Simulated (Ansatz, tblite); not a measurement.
# C₁₆H₁₀S₂Se₄: one state, many levels

The task here is to estimate one member of a computed series from the others.

Program: Ansatz 0.2.0, Gaussian basis. Level of theory: as each input shows. These are calculated values, not measurements.

Plan: GFN1-xTB, GFN2-xTB, PBE-D4/def2-TZVP, r2SCAN-D4/def2-TZVP, PBE-D4/def2-SVP, PBE0-D4/def2-SVP.

1 further run of the same task is left out (set aside as unsound or not needed).

### The structure

The singlet was relaxed beforehand with PBE-D4/def2-SVP.

32 atoms, charge 0, spin multiplicity 1.

Bond lengths: S1–C2 1.759 Å, S1–H23 1.363 Å, C2–C3 1.386 Å, C2–Se22 1.889 Å, C3–C4 1.423 Å, C3–H24 1.100 Å, C4–C5 1.390 Å, C4–H25 1.101 Å, C5–C6 1.436 Å, C5–Se22 1.905 Å, C6–C7 1.394 Å, C6–Se21 1.899 Å, C7–C8 1.415 Å, C7–H26 1.101 Å, C8–C9 1.395 Å, C8–H27 1.101 Å, C9–C10 1.434 Å, C9–Se21 1.900 Å and more. Angles: C2–S1–H23 95.3°, S1–C2–C3 129.8°, S1–C2–Se22 119.1°, C3–C2–Se22 111.1°, C2–C3–C4 115.0°, C2–C3–H24 122.3°, C4–C3–H24 122.7°, C3–C4–C5 116.5°, C3–C4–H25 122.0°, C5–C4–H25 121.5°, C4–C5–C6 129.6°, C4–C5–Se22 109.6°, C6–C5–Se22 120.8°, C5–C6–C7 129.1°, C5–C6–Se21 121.1°, C7–C6–Se21 109.8°, C6–C7–C8 116.1°, C6–C7–H26 121.7° and more.

PBE0-D4/def2-TZVP was run before; its log isn't repeated, and its numbers join the tables.

Set-up of the first run:

Tight binding, by tblite at 300 K electronic temperature and without a spin-polarisation term:

```python
tblite.interface.Calculator('GFN1-xTB', numbers, positions, charge=0, uhf=0).singlepoint()
```

Tight binding, by tblite at 300 K electronic temperature and without a spin-polarisation term:

```python
tblite.interface.Calculator('GFN2-xTB', numbers, positions, charge=0, uhf=0).singlepoint()
```

start.molden holds the orbitals of an earlier run on this state, given as this run's starting guess.

The input, in.yaml:

```yaml
crystal:
  periodic: [false, false, false]
  atoms:
    - {symbol: S, position_ang: [-9.023733, -0.784197, -0.560491]}
    - {symbol: C, position_ang: [-7.342919, -0.267259, -0.592086]}
    - {symbol: C, position_ang: [-6.792818, 0.941192, -0.989622]}
    - {symbol: C, position_ang: [-5.375489, 1.019109, -0.891191]}
    - {symbol: C, position_ang: [-4.723647, -0.113368, -0.416389]}
    - {symbol: C, position_ang: [-3.321524, -0.341623, -0.208634]}
    - {symbol: C, position_ang: [-2.674009, -1.494187, 0.235112]}
    - {symbol: C, position_ang: [-1.265231, -1.414652, 0.344193]}
    - {symbol: C, position_ang: [-0.690250, -0.193020, -0.005301]}
    - {symbol: C, position_ang: [0.690880, 0.191329, -0.000919]}
    - {symbol: C, position_ang: [1.265633, 1.414171, -0.346533]}
    - {symbol: C, position_ang: [2.674323, 1.493911, -0.236308]}
    - {symbol: C, position_ang: [3.321949, 0.340302, 0.204536]}
    - {symbol: C, position_ang: [4.723828, 0.112540, 0.414503]}
    - {symbol: C, position_ang: [5.375224, -1.019186, 0.891717]}
    - {symbol: C, position_ang: [6.792050, -0.939481, 0.995692]}
    - {symbol: C, position_ang: [7.342256, 0.269216, 0.599039]}
    - {symbol: S, position_ang: [9.022412, 0.788880, 0.575897]}
    - {symbol: Se, position_ang: [6.002796, 1.468914, 0.021437]}
    - {symbol: Se, position_ang: [2.047795, -1.029761, 0.527047]}
    - {symbol: Se, position_ang: [-2.046919, 1.026609, -0.537272]}
    - {symbol: Se, position_ang: [-6.002499, -1.469542, -0.021940]}
    - {symbol: H, position_ang: [-9.532233, 0.412799, -0.968804]}
    - {symbol: H, position_ang: [-7.409092, 1.775210, -1.356579]}
    - {symbol: H, position_ang: [-4.819698, 1.924809, -1.179493]}
    - {symbol: H, position_ang: [-3.231001, -2.411211, 0.481753]}
    - {symbol: H, position_ang: [-0.652660, -2.263686, 0.684076]}
    - {symbol: H, position_ang: [0.652829, 2.264357, -0.683113]}
    - {symbol: H, position_ang: [3.231079, 2.412197, -0.478779]}
    - {symbol: H, position_ang: [4.819254, -1.924989, 1.179379]}
    - {symbol: H, position_ang: [7.407816, -1.771827, 1.367270]}
    - {symbol: H, position_ang: [9.533608, -0.417554, 0.951784]}
basis:
  gaussian: {orbitals: def2-TZVP, fitting: {mean_field: def2-universal-jkfit}, initial_orbitals: start.molden}
hamiltonian: {xc: pbe, dispersion: d4}
scf: {omitted_lower_state_checks: [starts]}
output: {orbitals: {seedname: orbitals}}
```

Started as:

```bash
> ansatz run in.yaml --threads 2 --pin off --events-out ev --progress --plain --max-ram 32768MiB --backend cuda --devices 0, --max-vram 18GiB
```

Steps of the session up to this table: PBE-D4/def2-TZVP; r2SCAN-D4/def2-TZVP; PBE-D4/def2-SVP; PBE0-D4/def2-SVP.

One table of the session follows, with a row left open; its other results are not shown here.

It belongs to the step «Binding energy». 

| level | binding an atom (eV) |
| --- | --- |
| PBE-D4/def2-SVP | 5.117 |
| PBE-D4/def2-TZVP | 5.049 |
| r2SCAN-D4/def2-TZVP | 4.856 |
| PBE0-D4/def2-SVP | ? |
| PBE0-D4/def2-TZVP | 4.901 |

Estimate the missing values for PBE0-D4/def2-SVP.

As computed: binding an atom (eV): 4.966. In the column «binding an atom (eV)» it lies between PBE0-D4/def2-TZVP (4.901) and PBE-D4/def2-TZVP (5.049).

To keep in mind: Free atoms were run apart at each level; binding is atoms less cluster, divided by the number of atoms, without zero-point or spin-orbit terms.
